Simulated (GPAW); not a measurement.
Runs of GPAW 26.7.0 on NaY. Symmetry: Pm-3m, No. 221, cubic system. Conventional cell: a = 4.012 Å, b = 4.012 Å, c = 4.012 Å, α = 90.00°, β = 90.00°, γ = 90.00°. Na (site symmetry m-3m) is surrounded by 8 Y at 3.47 Å. Y (site symmetry m-3m) is surrounded by 8 Na at 3.47 Å. The cell was built by a generator and needn't be a form met in nature.

| level | potentials or basis | eigensolver | pressure (GPa) |
| --- | --- | --- | --- |
| RPBE | the program's PAW data sets (release 1.2.1) made for this functional, pw | - | 1.1 |
| LDA | the program's PAW data sets (release 1.2.1) made for this functional, pw | - | (a) |
| PBEsol | PAW data sets generated in the run's folder for this functional, pw | - | (b) |
| BLYP | PAW data sets generated in the run's folder for this functional, pw | davidson | 0.6 |
| PBE | GPAW PAW data sets (gpaw-data 1.2.1), pw | - | 0.0 |

Alike in all rows: task band structure; no spin polarisation; cell as given; k mesh 7 × 7 × 7; cutoff (eV) 800; smearing fermi-dirac 0.05 eV.

Question: Fill in the values left out.

Answer: (a) -2.2; (b) -0.9.
